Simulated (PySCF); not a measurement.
# C2H9NOSi: the cost of one run

Computed with PySCF 2.14.0, with density-fitted response routines of our own, on a single molecule in the gas phase. Atoms are numbered from 0 throughout.

## 1. The starting structure

14 atoms, charge 0, multiplicity 1; geometry from: GFN2-xTB. The atoms were then displaced at random by about 0.01 Å, so the start is not that level's minimum.

Bonds of the start (Å): C0–O1 1.37, O1–C2 1.41, C2–Si3 1.96, Si3–N4 1.70, C0–H5 1.12, C0–H6 1.11, C0–H7 1.07, C2–H8 1.09, C2–H9 1.08, Si3–H10 1.48, Si3–H11 1.45, N4–H12 1.04, N4–H13 1.00.

## 2. Relaxing the molecule at PBE0-D3(BJ)/def2-SVP

The job: settings as JSON, then the geometry in Å.

```
{"job": {"xc": "PBE0", "basis": "def2-SVP", "d3": "d3bj", "grid": 1, "shake": 0.01, "kind": "geom"}, "charge": 0, "multiplicity": 1}
C     -2.235640     0.449310     0.107410
O     -0.884400     0.414460     0.350610
C     -0.267720    -0.708190    -0.239000
Si     1.618710    -0.614790     0.272340
N      2.144420     0.863550    -0.388020
H     -2.634580     1.384400     0.577420
H     -2.454470     0.514960    -0.974160
H     -2.756980    -0.393630     0.517260
H     -0.721090    -1.624630     0.148660
H     -0.382690    -0.688280    -1.310280
H      1.647620    -0.771450     1.745630
H      2.354130    -1.681740    -0.373430
H      1.491120     1.668760    -0.350280
H      3.074430     1.172190    -0.186520
```

Started as:

```
OMP_NUM_THREADS=1 python probes_run.py task.json out
```

The driver reads the jobs from task.json and runs them one after another.

**Question.** How long does this first job take on 1 thread of Intel Xeon 6975P-C, shared host, and how much memory does it need?

About 19 s, with a peak of 0.52 GiB.
